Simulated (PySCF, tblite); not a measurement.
**C₃H₁₀AsSi₂ radical: geometry, infrared bands and EPR parameters**

Wanted: the infrared bands and EPR parameters of C₃H₁₀AsSi₂ radical (`C[C@@H]1C[As]([SiH3])[SiH]1`), by calculation.

Computed with tblite 0.8.0 and PySCF 2.14.0, with density-fitted response routines of our own, on a single molecule in the gas phase. Atoms count from 0, in the outputs and in this text.

### Step 1. Starting geometry

16 atoms, charge 0, multiplicity 2; geometry from: force field or distance geometry start.

Bonds of the start (Å): C0–C1 1.51, C1–C2 1.54, C2–As3 1.95, As3–Si4 2.31, As3–Si5 2.32, Si5–C1 1.85, C0–H6 1.12, C0–H7 1.11, C0–H8 1.10, C1–H9 1.12, C2–H10 1.12, C2–H11 1.10, Si4–H12 1.48, Si4–H13 1.46, Si4–H14 1.48, Si5–H15 1.46.

### Step 2. Optimising the geometry with GFN2-xTB

Job settings and geometry (Å):

```
{"job": {"kind": "relax", "xc": "GFN2-xTB", "basis": "xTB"}, "charge": 0, "multiplicity": 2}
C     -2.509800    -0.119400    -0.257600
C     -1.027600    -0.384700    -0.328700
C     -0.285300     0.052500     0.949600
As     1.293000     0.997300     0.293200
Si     3.177700    -0.290400    -0.032700
Si    -0.221900     0.833000    -1.462000
H     -2.719700     0.762000     0.405600
H     -2.836300     0.143400    -1.282200
H     -3.012200    -1.021500     0.133600
H     -0.777200    -1.461700    -0.497100
H     -0.964800     0.785800     1.464900
H     -0.125500    -0.797700     1.632600
H      4.300900     0.649400    -0.243000
H      3.531300    -1.138800     1.100500
H      3.114100    -1.096000    -1.268700
H     -0.944400     2.095800    -1.577800
```

Started as:

```sh
$ OMP_NUM_THREADS=1 python probes_run.py task.json out
```

One launch serves the whole session: the jobs run in the order shown.

**Question.** This job is followed by: GFN2-xTB harmonic vibrations, gas phase; UKS B3LYP, def2-TZVP-core on As, pcH-1 on C H Si, non-relativistic, mean-field spin-orbit, GIAO. What will the session give for the following? strongest single infrared mode (GFN2-xTB); zero-point energy (GFN2-xTB); g(iso) (B3LYP); ⟨S²⟩; largest a(iso) (averaged by class); surface potential, 1st and 99th percentile.

As calculated:

| quantity | value |
| --- | --- |
| strongest single infrared mode (GFN2-xTB) | 790 cm⁻¹, 666 km/mol |
| zero-point energy (GFN2-xTB) | 70.9 kcal/mol |
| g(iso) (B3LYP) | 2.01769 |
| ⟨S²⟩ | 0.752 (exact 0.75) |
| largest a(iso) (averaged by class) | 29Si on Si5, -455.6 MHz |
| surface potential, 1st and 99th percentile | -0.60 V and 0.91 V |

**Reading.** Over 97 steps the energy fell by 0.615 eV; of the close pairs, C1–Si5 changed most, 1.848 to 1.933 Å. All 42 modes are real, so the xTB geometry is a minimum. The strongest single mode, at 790 cm⁻¹, moves mainly H13 and H12. Unscaled tight-binding wavenumbers are off by several per cent, some by more. Its intensities can rank the bands wrongly. Si5 carries the largest spin population, 0.80 e. The isotropic g lies 15.4 ppt above the free-electron value. The hyperfine terms hold no scalar relativity, which the heavier nuclei need.
